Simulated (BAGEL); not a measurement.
# HF/cc-pVDZ (density fitting with qzvpp-jkfit) run of CH3ClF2Si (SMILES FC(F)[SiH2]Cl)

Aim: the energy change on altering one bond length of CH3ClF2Si at HF/cc-pVDZ (density fitting with qzvpp-jkfit), from 2 runs. 

The calculation is run with BAGEL 1.2.2.

## 1. The molecule

The species is CH3ClF2Si (8 atoms), meant as a singlet with charge 0. As SMILES, `FC(F)[SiH2]Cl`. Geometry: relaxed at GFN2-xTB. This is one conformer, not always the lowest.

Bond lengths: F1–C2 1.363 Å, C2–F3 1.362 Å, C2–Si4 1.944 Å, Si4–Cl5 1.998 Å, C2–H6 1.100 Å, Si4–H7 1.456 Å, Si4–H8 1.457 Å. Some angles: F1–C2–F3 105.9°, F1–C2–Si4 110.5°, F3–C2–Si4 110.6°, C2–Si4–Cl5 106.4°, F1–C2–H6 106.7°, F3–C2–H6 106.7°, Si4–C2–H6 115.9°, C2–Si4–H7 106.6°, C2–Si4–H8 105.9°, Cl5–Si4–H7 111.8°.

## 2. A single-point energy at HF/cc-pVDZ (density fitting with qzvpp-jkfit)

The input, input.json:

```json
{ "bagel": [

{
  "title": "molecule",
  "basis": "cc-pvdz.json",
  "df_basis": "qzvpp-jkfit",
  "angstrom": true,
  "geometry": [
    { "atom": "F", "xyz": [    0.012580,   -0.575640,    1.812580 ] },
    { "atom": "C", "xyz": [    0.648480,   -0.086290,    0.711180 ] },
    { "atom": "F", "xyz": [    1.641910,   -0.973670,    0.427490 ] },
    { "atom": "Si", "xyz": [   -0.589030,    0.055360,   -0.781940 ] },
    { "atom": "Cl", "xyz": [   -1.695220,    1.685130,   -0.445590 ] },
    { "atom": "H", "xyz": [    1.139070,    0.848720,    1.019520 ] },
    { "atom": "H", "xyz": [   -1.395900,   -1.156230,   -0.770430 ] },
    { "atom": "H", "xyz": [    0.238110,    0.202610,   -1.972810 ] }
  ]
},
{
  "title": "hf"
},
{
  "title": "print",
  "file": "orbitals.molden",
  "orbitals": true
}

]}
```

The basis set cc-pVDZ is read from a file made from the Basis Set Exchange's data (not shown).

Run with:

```console
$ BAGEL_NUM_THREADS=1 BAGEL input.json > input.out
```

What it wrote:

```text
* using 1 threads per process

  ===============================================================
  ===============================================================

  *** Geometry ***

  { "atom" : "F", "xyz" : [      0.023773,     -1.087802,      3.425280 ] },
  { "atom" : "C", "xyz" : [      1.225450,     -0.163064,      1.343935 ] },
  { "atom" : "F", "xyz" : [      3.102760,     -1.839970,      0.807839 ] },
  { "atom" : "Si", "xyz" : [     -1.113105,      0.104615,     -1.477652 ] },
  { "atom" : "Cl", "xyz" : [     -3.203502,      3.184434,     -0.842043 ] },
  { "atom" : "H", "xyz" : [      2.152530,      1.603848,      1.926614 ] },
  { "atom" : "H", "xyz" : [     -2.637869,     -2.184958,     -1.455902 ] },
  { "atom" : "H", "xyz" : [      0.449963,      0.382877,     -3.728071 ] },

  Number of auxiliary basis functions:      539

  Since a DF basis is specified, we compute 2- and 3-index integrals:
    o Being stored without compression. Storage requirement is 0.037 GB

  Number of basis functions:       93
  Number of electrons      :       58

    * METHOD: MOLECULE                             0.96

  *** RHF ***

  === Nuclear Repulsion ===
   292.6642019687

      * DIIS with orbital gradients will be used.

  === RHF iteration (cc-pvdz.json) ===
      0       -986.80218263          0.01135312           0.25
      1       -986.91850919          0.00759628           0.24
      2       -986.96542928          0.00102717           0.21
      3       -986.96696497          0.00019928           0.25
      4       -986.96701667          0.00005871           0.24
      5       -986.96702288          0.00001791           0.21
      6       -986.96702346          0.00000431           0.22
      7       -986.96702349          0.00000155           0.26
      8       -986.96702349          0.00000069           0.23
      9       -986.96702349          0.00000022           0.19
     10       -986.96702349          0.00000005           0.24
     11       -986.96702349          0.00000002           0.26
     12       -986.96702349          0.00000001           0.25
    * SCF iteration converged.

    * Permanent dipole moment:
           (    0.063327,    -0.329779,     0.647216) a.u.

    * METHOD: HF                                   3.58

    * METHOD: PRINT                                0.02

  ===============================================================
```

Wall time 5.1 s (1 thread of Intel Xeon at 2.50GHz (Skylake/Cascade Lake), shared host).

## 3. The distorted shape

The input, calc.json:

```json
{ "bagel" : [

{
  "title" : "molecule",
  "basis" : "cc-pvdz.json",
  "df_basis" : "qzvpp-jkfit",
  "angstrom" : true,
  "geometry" : [
    { "atom" : "F", "xyz" : [      -0.379894,      -1.323651,       1.565907 ] },
    { "atom" : "C", "xyz" : [       0.256006,      -0.834301,       0.464507 ] },
    { "atom" : "F", "xyz" : [       1.249436,      -1.721681,       0.180817 ] },
    { "atom" : "Si", "xyz" : [      -0.981504,      -0.692651,      -1.028613 ] },
    { "atom" : "Cl", "xyz" : [      -2.087694,       0.937119,      -0.692263 ] },
    { "atom" : "H", "xyz" : [       1.139070,       0.848720,       1.019520 ] },
    { "atom" : "H", "xyz" : [      -1.788374,      -1.904241,      -1.017103 ] },
    { "atom" : "H", "xyz" : [      -0.154364,      -0.545401,      -2.219483 ] }
  ]
},

{
  "title" : "hf"
},

{
  "title" : "print",
  "file" : "orbitals.molden",
  "orbitals" : true
}

]}
```

The basis set cc-pVDZ is read from a file made from the Basis Set Exchange's data (not shown).

Run with:

```console
$ BAGEL_NUM_THREADS=1 BAGEL calc.json > calc.out
```

What it wrote:

```text
* using 1 threads per process

  ===============================================================
  ===============================================================

  *** Geometry ***

  { "atom" : "F", "xyz" : [     -0.717896,     -2.501338,      2.959135 ] },
  { "atom" : "C", "xyz" : [      0.483781,     -1.576600,      0.877791 ] },
  { "atom" : "F", "xyz" : [      2.361092,     -3.253506,      0.341695 ] },
  { "atom" : "Si", "xyz" : [     -1.854774,     -1.308921,     -1.943797 ] },
  { "atom" : "Cl", "xyz" : [     -3.945170,      1.770898,     -1.308187 ] },
  { "atom" : "H", "xyz" : [      2.152530,      1.603848,      1.926614 ] },
  { "atom" : "H", "xyz" : [     -3.379537,     -3.598494,     -1.922046 ] },
  { "atom" : "H", "xyz" : [     -0.291706,     -1.030659,     -4.194215 ] },

  Number of auxiliary basis functions:      539

  Since a DF basis is specified, we compute 2- and 3-index integrals:
    o Being stored without compression. Storage requirement is 0.037 GB

  Number of basis functions:       93
  Number of electrons      :       58

    * METHOD: MOLECULE                             0.72

  *** RHF ***

  === Nuclear Repulsion ===
   289.1760865494

      * DIIS with orbital gradients will be used.

  === RHF iteration (cc-pvdz.json) ===
      0       -986.63852601          0.01222827           0.27
      1       -986.75673961          0.00881928           0.25
      2       -986.82034500          0.00116649           0.21
      3       -986.82282953          0.00035603           0.20
      4       -986.82302541          0.00012175           0.20
      5       -986.82306241          0.00003992           0.18
      6       -986.82306637          0.00001040           0.18
      7       -986.82306663          0.00000335           0.18
      8       -986.82306665          0.00000168           0.19
      9       -986.82306665          0.00000066           0.18
     10       -986.82306665          0.00000015           0.18
     11       -986.82306665          0.00000006           0.15
     12       -986.82306665          0.00000002           0.18
     13       -986.82306665          0.00000001           0.16
    * SCF iteration converged.

    * Permanent dipole moment:
           (    0.382817,     0.162755,     0.857715) a.u.

    * METHOD: HF                                   3.22

    * METHOD: PRINT                                0.01

  ===============================================================
```

Wall time 4.5 s (1 thread of Intel Xeon at 2.50GHz (Skylake/Cascade Lake), shared host).

## 4. Outcome

At HF/cc-pVDZ (density fitting with qzvpp-jkfit):

```
                                                         quantity          value
                                        first shape: total energy  -986.96702 Eh
                                       first shape: dipole moment         1.85 D
                                         first shape: HOMO energy      -12.18 eV
                                         first shape: LUMO energy        3.53 eV
                                       first shape: HOMO–LUMO gap       15.71 eV
                                    distorted shape: total energy  -986.82307 Eh
                                   distorted shape: dipole moment         2.42 D
                                     distorted shape: HOMO energy      -10.35 eV
                                     distorted shape: LUMO energy        1.33 eV
                                   distorted shape: HOMO–LUMO gap       11.68 eV
energy change with the C2–H6 bond stretched from 1.100 to 1.980 Å       3.917 eV
```

With the C2–H6 bond stretched from 1.100 to 1.980 Å the energy rises by 3.92 eV (378 kJ/mol). The first shape isn't relaxed at this level, so the change isn't measured from a minimum. A restricted reference can't describe the breaking bond well at this length.
